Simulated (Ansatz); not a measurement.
# CH4OSSi: up Jacob's ladder to CCSD(T)

The task here is to estimate one member of a computed series from the others.

Method: functionals in def2-TZVPP, the program's frozen cores in correlated methods; program: Ansatz 0.2.0, Gaussian basis.

Levels to be run: LDA (SPW92), PBE-D4, revPBE-D4, BLYP-D4, r2SCAN-D4, B97M-V, PBE0-D4, B3LYP-D4, r2SCANh-D4, r2SCAN0-D4, HSE06-D4, BHLYP-D4, CAM-B3LYP-D4, LC-ωPBE, ωB97X-V, ωB97M-V, B2PLYP, PBE-QIDH; CCSD(T)/def2-SVP; CCSD(T)/def2-TZVPP; MP2/def2-QZVPP; extrapolation to the limit; RPA on PBE.

### The geometry

All runs share one geometry, relaxed beforehand with PBE0-D4 in a triple-zeta def2 set.

SMILES `C1O[SiH2]S1`, 8 atoms, charge 0, spin multiplicity 1.

Atoms are counted from 1 here; the program's logs count them from 0.

Bond lengths: C1–O2 1.418 Å, C1–S4 1.860 Å, C1–H5 1.091 Å, C1–H6 1.091 Å, O2–Si3 1.664 Å, Si3–S4 2.124 Å, Si3–H7 1.485 Å, Si3–H8 1.485 Å. Angles: O2–C1–S4 103.9°, O2–C1–H5 111.0°, O2–C1–H6 111.0°, S4–C1–H5 110.1°, S4–C1–H6 110.1°, H5–C1–H6 110.6°, C1–O2–Si3 98.8°, O2–Si3–S4 85.6°, O2–Si3–H7 113.6°, O2–Si3–H8 113.6°, S4–Si3–H7 117.1°, S4–Si3–H8 117.1°, H7–Si3–H8 108.5°, C1–S4–Si3 71.8°.

Set-up of the first run:

in.yaml

```yaml
crystal:
  periodic: [false, false, false]
  atoms:
    - {symbol: C, position_ang: [-0.404392, 1.085596, -0.191950]}
    - {symbol: O, position_ang: [0.339529, 0.467763, 0.845139]}
    - {symbol: Si, position_ang: [0.435266, -1.066801, 0.209909]}
    - {symbol: S, position_ang: [-0.679628, -0.283718, -1.419769]}
    - {symbol: H, position_ang: [0.165375, 1.893795, -0.653419]}
    - {symbol: H, position_ang: [-1.362032, 1.453553, 0.179949]}
    - {symbol: H, position_ang: [1.824424, -1.508069, -0.072223]}
    - {symbol: H, position_ang: [-0.226444, -2.099219, 1.046764]}
basis:
  gaussian: {orbitals: def2-TZVPP}
hamiltonian: {xc: lda}
output: {orbitals: {seedname: orbitals}}
```

Command:

```console
> ansatz run in.yaml --threads 2 --pin off --events-out ev --progress --plain --max-ram 4352MiB
```

Steps of the session up to this table: LDA; PBE-D4 (GGA); revPBE-D4 (GGA); BLYP-D4 (GGA); r2SCAN-D4 (meta-GGA); B97M-V (meta-GGA); PBE0-D4 (hybrid); B3LYP-D4 (hybrid); r2SCANh-D4 (hybrid); r2SCAN0-D4 (hybrid); HSE06-D4 (hybrid); BHLYP-D4 (hybrid); CAM-B3LYP-D4 (range-separated); LC-ωPBE (range-separated); ωB97X-V (range-separated); ωB97M-V (range-separated); B2PLYP (double hybrid); PBE-QIDH (double hybrid).

One of the session's tables, all rows but one given; the rest of the session is left out.

It belongs to the step «Orbital energies across the functionals». 

```
  functional  HOMO (eV)  gap (eV)
 LDA (SPW92)      -6.02      4.21
      PBE-D4      -5.93      4.40
   revPBE-D4      -5.89      4.47
     BLYP-D4      -5.78      4.40
   r2SCAN-D4      -6.19      5.03
      B97M-V      -6.32      5.03
     PBE0-D4      -7.16      6.53
    B3LYP-D4      -6.93      6.09
  r2SCANh-D4      -6.65      5.79
  r2SCAN0-D4      -7.33      6.92
    HSE06-D4          ?         ?
    BHLYP-D4      -8.26      8.56
CAM-B3LYP-D4      -8.49      8.89
     LC-ωPBE      -9.88     11.48
     ωB97X-V      -9.52     10.98
     ωB97M-V      -9.35     10.51
```

**Question.** Estimate the row for HSE06-D4.

**Answer.** HOMO (eV): -6.76; gap (eV): 5.75. In the column «HOMO (eV)» it lies between B3LYP-D4 (-6.93) and r2SCANh-D4 (-6.65).
